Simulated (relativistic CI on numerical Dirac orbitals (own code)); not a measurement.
**Pm⁺: one ion under different settings**

How much do the settings matter for Pm⁺? One ion, several inputs.

The numbers are computed with relativistic CI on numerical Dirac orbitals (own code) version 3 (Dirac-Coulomb-Breit CI, KLI orbitals optimised for each configuration, model QED (radiative potential, 1s self-energy scaled to tabulated hydrogen-like ionisation energies), numerical settings as typed), except any that are marked as measured or tabulated.

### Step 1. Starting point

| Item | Value |
| --- | --- |
| ion | Pm⁺ (Pm II) |
| nuclear charge | 61 |
| electrons | 60 |
| isotope | A = 145 |

### Step 2. Usual settings

The run's settings:

```ini
atom Pm  Z=61  charge=1  electrons=60
nucleus A=145  rms_radius_fm=4.9620
hamiltonian dirac-coulomb  breit=on  qed=on  c_scale=1
orbitals kli  potential=per-configuration
slater_scale 1
correlation none
mixing on
grid step=0.0125 r_max=161.8
scf mixing=0.4 start=green max_iterations=150 tolerance=2e-08 node_fill=0.05
configurations
  [Xe] 4f5 6s
  [Xe] 4f4 6s2
  [Xe] 4f4 7s2
end
```

Launch:

```bash
python run_levels.py task.json out
```

task.json lists these runs, among others, and the program works through them in turn.

### Step 3. Grid step 0.04

The settings differ from step 2 so:

```diff
@@ -7,3 +7,3 @@
 mixing on
-grid step=0.0125 r_max=161.8
+grid step=0.04 r_max=161.8
 scf mixing=0.4 start=green max_iterations=150 tolerance=2e-08 node_fill=0.05
```

### Step 4. QED terms off

The run's settings:

```ini
atom Pm  Z=61  charge=1  electrons=60
nucleus A=145  rms_radius_fm=4.9620
hamiltonian dirac-coulomb  breit=on  qed=off  c_scale=1
orbitals kli  potential=per-configuration
slater_scale 1
correlation none
mixing on
grid step=0.0125 r_max=161.8
scf mixing=0.4 start=green max_iterations=150 tolerance=2e-08 node_fill=0.05
configurations
  [Xe] 4f5 6s
  [Xe] 4f4 6s2
  [Xe] 4f4 7s2
end
```

### Step 5. Node fill 0.2

The run's settings:

```ini
atom Pm  Z=61  charge=1  electrons=60
nucleus A=145  rms_radius_fm=4.9620
hamiltonian dirac-coulomb  breit=on  qed=on  c_scale=1
orbitals kli  potential=per-configuration
slater_scale 1
correlation none
mixing on
grid step=0.0125 r_max=161.8
scf mixing=0.4 start=green max_iterations=150 tolerance=2e-08 node_fill=0.2
configurations
  [Xe] 4f5 6s
  [Xe] 4f4 6s2
  [Xe] 4f4 7s2
end
```

### Step 6. Nuclear radius 49.62

The run's settings:

```ini
atom Pm  Z=61  charge=1  electrons=60
nucleus A=145  rms_radius_fm=49.6200
hamiltonian dirac-coulomb  breit=on  qed=on  c_scale=1
orbitals kli  potential=per-configuration
slater_scale 1
correlation none
mixing on
grid step=0.0125 r_max=161.8
scf mixing=0.4 start=green max_iterations=76 tolerance=2e-08 node_fill=0.05
configurations
  [Xe] 4f5 6s
  [Xe] 4f4 6s2
  [Xe] 4f4 7s2
end
```

### Step 7. Slater scale -1

The run's settings:

```ini
atom Pm  Z=61  charge=1  electrons=60
nucleus A=145  rms_radius_fm=4.9620
hamiltonian dirac-coulomb  breit=on  qed=on  c_scale=1
orbitals kli  potential=per-configuration
slater_scale -1
correlation none
mixing on
grid step=0.0125 r_max=161.8
scf mixing=0.4 start=green max_iterations=87 tolerance=2e-08 node_fill=0.05
configurations
  [Xe] 4f5 6s
  [Xe] 4f4 6s2
  [Xe] 4f4 7s2
end
```

(Steps that only read results are left out.)

**Question.** What will these runs give? Wanted: lowest level, usual settings; total energy; first excitation.

As calculated:

| setting | total energy less usual (Ha) | largest shift of a level among the lowest eight of both runs, same label and place (cm⁻¹) | SCF iterations | time | lowest level | kind of change |
| --- | --- | --- | --- | --- | --- | --- |
| usual | 0 | 0 | 42 | 0.39 s | 4f5 6s 7H°2 | - |
| grid step 0.04 | 0.00063 | 0.0253 | 41 | 0.2 s | 4f5 6s 7H°2 | numerical |
| QED terms off | -5.87 | 20.5 | 42 | 0.37 s | 4f5 6s 7H°2 | model term |
| node fill 0.2 | 0.0121 | 396 | 44 | 0.39 s | 4f5 6s 7H°2 | numerical |
| nuclear radius 49.62 | 32 | 31.6 | 39 | 0.38 s | 4f5 6s 7H°2 | unsound |
| Slater scale -1 | -0.303 | - | 42 | 0.39 s | 4f4 6s2 1S0 | unsound |

| quantity | value |
| --- | --- |
| lowest level, usual settings | 4f5 6s 7H°2 |
| total energy | -10007.4404 Ha |
| first excitation | 501.9 cm⁻¹ |

**Reading.** The lowest level changes under «Slater scale -1». Among the runs whose levels can be followed, they move most under «node fill 0.2» (numerical), by up to 396 cm⁻¹. Only the listed configurations are in the model. Near neutrality, missing correlation can shift configurations against each other by thousands of cm⁻¹.
